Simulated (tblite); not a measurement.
# C4H9BF2O: the cost of one run

Programs: PySCF 2.14.0 with density-fitted response routines of our own, and tblite 0.8.0. All values are computed, except where a source is named. Atoms count from 0 throughout.

## 1. The starting structure

17 atoms, charge 0, multiplicity 1; geometry from: force field or distance geometry start.

Bonds of the start (Å): B3–H15 1.17, B3–O4 1.48, C0–C1 1.52, C0–H10 1.12, C0–H8 1.11, C0–H9 1.12, C1–C2 1.55, C1–H11 1.10, C1–H12 1.10, C2–B3 1.60, C2–H13 1.11, C2–H14 1.10, C5–F6 1.39, C5–F7 1.38, C5–H16 1.11, O4–C5 1.42.

## 2. GFN2-xTB relaxation, start minimum

The job: settings as JSON, then the geometry in Å.

```
{"job": {"xc": "GFN2-xTB", "basis": "xTB", "kind": "relax"}, "charge": 0, "multiplicity": 1}
C     -2.489800    -0.694500    -0.033900
C     -1.242700     0.045800    -0.492300
C     -0.326600     0.363400     0.714900
B      0.982900     1.135100     0.229600
O      2.313900     0.559600     0.528100
C      2.730800    -0.211800    -0.583800
F      4.064400    -0.543500    -0.403800
F      2.005800    -1.378400    -0.659200
H     -2.226900    -1.652500     0.464100
H     -3.084100    -0.062700     0.677900
H     -3.137000    -0.915900    -0.917600
H     -1.539600     0.977200    -0.997500
H     -0.695800    -0.600300    -1.197000
H     -0.873600     1.018600     1.426300
H     -0.046600    -0.561600     1.233900
H      0.892200     2.180600    -0.281400
H      2.665700     0.353000    -1.540100
```

Command:

```
$ OMP_NUM_THREADS=1 python ens_run.py task.json out
```

One launch serves the whole session.

**Question.** How long does this first job take on 1 thread of AMD EPYC, shared host?

About 5.2 s.
